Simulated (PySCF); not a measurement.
# PBE/STO-6G run of InF (SMILES [F][In])

Aim: the vertical ionisation energy of InF at PBE/STO-6G, from 2 runs. The job is set up through a Python script.

The results are computed with PySCF 2.14.0.

11 further runs of the same task are left out: 5 that didn't finish, 6 set aside as unsound or not needed.

### 1 The system as given

InF has 2 atoms, charge 0, and is taken as a singlet. SMILES: `[F][In]`. Geometry: relaxed at PBE0-D4/def2-TZVP.

Bond lengths: F1–In2 1.994 Å.

### 2 A single-point energy at PBE/STO-6G

File mol.xyz:

```xyz
2

F      0.000000     0.000000     0.015910
In     0.000000     0.000000     2.009580
```

File job.py:

```python
from pyscf import gto, dft

mol = gto.M(
    atom='mol.xyz',
    verbose=3,
    basis='sto-6g',
    max_memory=1860,
    charge=0,
)

mf = dft.RKS(mol, xc='pbe')
mf.conv_tol = 1e-10
mf.grids.level = 5
mf.kernel()
if not mf.converged:
    mf = mf.newton().run(mf.mo_coeff, mf.mo_occ)

e_final = mf.e_tot
print('Final energy', e_final)
```

The run is started by

```bash
OMP_NUM_THREADS=1 python job.py
```

The program printed:

```text
converged SCF energy = -5813.36986094187
Final energy -5813.369860941868
```

Wall time 4.2 s (1 thread of Arm Neoverse V1, shared host); peak memory 0.23 GiB.

### 3 The doublet cation, same level

File input.py:

```python
from pyscf import gto, dft

system = gto.M(
    atom='''
F      0.000000     0.000000     0.030066
In     0.000000     0.000000     3.797556
''',
    spin=1,
    unit='bohr',
    basis='sto-6g',
    max_memory=1860,
    charge=1,
    verbose=4,
)

myscf = dft.UKS(system, xc='pbe')
myscf.conv_tol = 1e-10
myscf.grids.level = 5
myscf.kernel()
if not myscf.converged:
    myscf = myscf.newton().run(myscf.mo_coeff, myscf.mo_occ)

e_final = myscf.e_tot
print('E = %.10f Eh' % e_final)
```

The run is started by

```bash
OMP_NUM_THREADS=1 python input.py
```

The program printed:

```text
PySCF version 2.14.0

[INPUT] num. atoms = 2
[INPUT] num. electrons = 57
[INPUT] charge = 1
[INPUT] spin (= nelec alpha-beta = 2S) = 1
[INPUT] symmetry False subgroup None
[INPUT] Mole.unit = bohr
[INPUT] Symbol           X                Y                Z      unit          X                Y                Z       unit  Magmom
[INPUT]  1 F      0.000000000000   0.000000000000   0.015910242024 AA    0.000000000000   0.000000000000   0.030066000000 Bohr   0.0
[INPUT]  2 In     0.000000000000   0.000000000000   2.009580092393 AA    0.000000000000   0.000000000000   3.797556000000 Bohr   0.0

nuclear repulsion = 117.054059864791
number of shells = 14
number of NR pGTOs = 192
number of NR cGTOs = 32
basis = sto-6g
ecp = {}

******** <class 'pyscf.dft.uks.UKS'> ********
method = UKS
initial guess = minao
damping factor = 0
level_shift factor = 0
DIIS = <class 'pyscf.scf.diis.CDIIS'>
diis_start_cycle = 1
diis_space = 8
diis_damp = 0
SCF conv_tol = 1e-10
SCF conv_tol_grad = None
SCF max_cycles = 50
direct_scf = True
direct_scf_tol = 1e-13
number electrons alpha = 29  beta = 28
XC library pyscf.dft.libxc version 7.0.0
    S. Lehtola, C. Steigemann, M. J.T. Oliveira, and M. A.L. Marques.,  SoftwareX 7, 1–5 (2018)
XC functionals = pbe
    J. P. Perdew, K. Burke, and M. Ernzerhof.,  Phys. Rev. Lett. 77, 3865 (1996)
    J. P. Perdew, K. Burke, and M. Ernzerhof.,  Phys. Rev. Lett. 78, 1396 (1997)
    J. P. Perdew, K. Burke, and M. Ernzerhof.,  Phys. Rev. Lett. 77, 3865 (1996)
    J. P. Perdew, K. Burke, and M. Ernzerhof.,  Phys. Rev. Lett. 78, 1396 (1997)
radial grids:
    Treutler-Ahlrichs [JCP 102, 346 (1995); DOI:10.1063/1.469408] (M4) radial grids

becke partition: Becke, JCP 88, 2547 (1988); DOI:10.1063/1.454033
pruning grids: <function nwchem_prune>
grids dens level: 5
symmetrized grids: False
atomic radii adjust function: <function treutler_atomic_radii_adjust>
small_rho_cutoff = 0
Set gradient conv threshold to 1e-05
tot grids = 91208
init E= -5800.78563361006
[... the frontier-level lines of each cycle are left out ...]


cycle= 1 E= -5813.09599692042  delta_E= -12.3  |g|= 0.274  |ddm|= 1.42
cycle= 2 E= -5806.87437499884  delta_E= 6.22  |g|=  2.8  |ddm|= 3.03
cycle= 3 E= -5813.08031224497  delta_E= -6.21  |g|= 0.379  |ddm|= 2.47
cycle= 4 E= -5813.10405256909  delta_E= -0.0237  |g|= 0.325  |ddm|= 0.157
cycle= 5 E= -5813.04524258602  delta_E= 0.0588  |g|= 0.456  |ddm|= 0.129
cycle= 6 E= -5813.1652729289  delta_E= -0.12  |g|= 0.0981  |ddm|= 0.67
cycle= 7 E= -5813.17415771347  delta_E= -0.00888  |g|= 0.0154  |ddm|= 0.136
cycle= 8 E= -5813.17435946383  delta_E= -0.000202  |g|= 0.000629  |ddm|= 0.0218
cycle= 9 E= -5813.17435968135  delta_E= -2.18e-07  |g|= 0.000476  |ddm|= 0.00191
cycle= 10 E= -5813.17435987706  delta_E= -1.96e-07  |g|= 1.36e-05  |ddm|= 0.000764
cycle= 11 E= -5813.17435987718  delta_E= -1.18e-10  |g|= 6.69e-06  |ddm|= 1.99e-05
cycle= 12 E= -5813.17435987722  delta_E= -4e-11  |g|= 1.71e-07  |ddm|= 1.09e-05
Extra cycle  E= -5813.17435987722  delta_E= 1.82e-12  |g|= 7.84e-07  |ddm|= 1.39e-06
converged SCF energy = -5813.17435987722  <S^2> = 0.75364698  2S+1 = 2.0036437
E = -5813.1743598772 Eh
```

Run time: 6.6 s. Hardware: 1 thread of Arm Neoverse V1, shared host; peak memory 0.23 GiB.

### 4 Summary of results

At PBE/STO-6G:

```
                                          quantity           value
                         singlet InF: total energy  -5813.36986 Eh
                        singlet InF: dipole moment          0.27 D
                          singlet InF: HOMO energy        -0.77 eV
                          singlet InF: LUMO energy         1.97 eV
                        singlet InF: HOMO–LUMO gap         2.74 eV
                      doublet cation: total energy  -5813.17436 Eh
doublet cation: HOMO energy (highest over α and β)       -10.52 eV
 doublet cation: LUMO energy (lowest over α and β)        -9.26 eV
                              doublet cation: ⟨S²⟩           0.754
vertical ionisation energy (to the doublet cation)        5.320 eV
```

In words: Removing an electron at fixed nuclei costs 5.32 eV (513 kJ/mol). −ε(HOMO) before ionisation, 0.77 eV, is 4.55 eV below this ionisation energy. In a minimal basis such a difference can be off by several eV, whatever the method. Relativity is left out (singlet InF) although the molecule holds a heavy atom. Relativity is left out (doublet cation) although the molecule holds a heavy atom.
